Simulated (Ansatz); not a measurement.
**C2H7BN radical: a ladder of functionals and wavefunction methods**

One table from this session's results is given with a row withheld; the runs are named, their logs left out.

Method: functionals in def2-TZVPP, the program's frozen cores in correlated methods; program: Ansatz 0.2.0, Gaussian basis.

Plan: LDA (SPW92), PBE-D4, revPBE-D4, BLYP-D4, r2SCAN-D4, B97M-V, PBE0-D4, B3LYP-D4, r2SCANh-D4, r2SCAN0-D4, HSE06-D4, BHLYP-D4, CAM-B3LYP-D4, LC-ωPBE, ωB97X-V, ωB97M-V, B2PLYP, PBE-QIDH; CCSD(T)/def2-SVP; CCSD(T)/def2-TZVPP; MP2/def2-QZVPP; extrapolation to the limit; RPA on PBE.

## The geometry

An earlier PBE0-D4 in a triple-zeta def2 set relaxation fixed the geometry.

SMILES `[CH2]B(C)N`, 11 atoms, charge 0, spin multiplicity 2.

Atoms are counted from 1 here; the program's logs count them from 0.

Bond lengths: C1–B2 1.540 Å, C1–H5 1.088 Å, C1–H6 1.086 Å, B2–C3 1.578 Å, B2–N4 1.405 Å, C3–H7 1.095 Å, C3–H8 1.095 Å, C3–H9 1.093 Å, N4–H10 1.005 Å, N4–H11 1.006 Å. Angles: B2–C1–H5 123.3°, B2–C1–H6 122.8°, H5–C1–H6 113.9°, C1–B2–C3 121.6°, C1–B2–N4 118.4°, C3–B2–N4 120.0°, B2–C3–H7 110.8°, B2–C3–H8 110.6°, B2–C3–H9 114.0°, H7–C3–H8 105.8°, H7–C3–H9 107.7°, H8–C3–H9 107.6°, B2–N4–H10 123.0°, B2–N4–H11 123.3°, H10–N4–H11 113.7°.

Set-up of the first run:

The input, in.yaml:

```yaml
crystal:
  periodic: [false, false, false]
  atoms:
    - {symbol: C, position_ang: [-0.453801, 1.493111, -0.336522]}
    - {symbol: B, position_ang: [0.050252, 0.049457, -0.154214]}
    - {symbol: C, position_ang: [-0.204881, -0.752454, 1.180904]}
    - {symbol: N, position_ang: [0.753890, -0.551404, -1.211637]}
    - {symbol: H, position_ang: [-0.292145, 2.072453, -1.243136]}
    - {symbol: H, position_ang: [-1.005235, 2.025257, 0.433130]}
    - {symbol: H, position_ang: [-1.276322, -0.813099, 1.399078]}
    - {symbol: H, position_ang: [0.245044, -0.233555, 2.034162]}
    - {symbol: H, position_ang: [0.189450, -1.772153, 1.168578]}
    - {symbol: H, position_ang: [1.113245, -1.489314, -1.167866]}
    - {symbol: H, position_ang: [0.945801, -0.085299, -2.081876]}
basis:
  gaussian: {orbitals: def2-TZVPP}
magnetization: {spin_polarized: true, initial_magnetization: 1}
hamiltonian: {xc: lda}
output: {orbitals: {seedname: orbitals}}
```

The run is started by

```console
ansatz run in.yaml --threads 4 --pin off --events-out ev --progress --plain --max-ram 10444MiB
```

Steps of the session up to this table: LDA; PBE-D4 (GGA); revPBE-D4 (GGA); BLYP-D4 (GGA); r2SCAN-D4 (meta-GGA); B97M-V (meta-GGA); B3LYP-D4 (hybrid); r2SCANh-D4 (hybrid); r2SCAN0-D4 (hybrid); HSE06-D4 (hybrid); BHLYP-D4 (hybrid); CAM-B3LYP-D4 (range-separated); LC-ωPBE (range-separated); ωB97X-V (range-separated); ωB97M-V (range-separated); B2PLYP (double hybrid); PBE-QIDH (double hybrid).

One of the session's tables, all rows but one given; the rest of the session is left out.

It belongs to the step «Orbital energies across the functionals». 

| functional | HOMO (eV) | LUMO (eV) | gap (eV) |
| --- | --- | --- | --- |
| LDA (SPW92) | ? | ? | ? |
| PBE-D4 | -5.15 | -3.33 | 1.82 |
| revPBE-D4 | -5.11 | -3.18 | 1.93 |
| BLYP-D4 | -4.94 | -3.31 | 1.62 |
| r2SCAN-D4 | -5.60 | -2.76 | 2.83 |
| B97M-V | -5.40 | -3.07 | 2.33 |
| PBE0-D4 | -6.51 | -2.13 | 4.38 |
| B3LYP-D4 | -6.17 | -2.56 | 3.61 |
| r2SCANh-D4 | -6.10 | -2.36 | 3.74 |
| r2SCAN0-D4 | -6.85 | -1.76 | 5.10 |
| HSE06-D4 | -6.10 | -2.53 | 3.58 |
| BHLYP-D4 | -7.66 | -1.04 | 6.62 |
| CAM-B3LYP-D4 | -7.82 | -1.11 | 6.71 |
| LC-ωPBE | -9.36 | 0.38 | 9.75 |
| ωB97X-V | -8.77 | -0.12 | 8.65 |
| ωB97M-V | -8.58 | -0.26 | 8.32 |

**Question.** Estimate the row for LDA (SPW92).

As computed: HOMO (eV): -5.16; LUMO (eV): -3.86; gap (eV): 1.30. In the column «HOMO (eV)» it lies between B97M-V (-5.40) and PBE-D4 (-5.15).
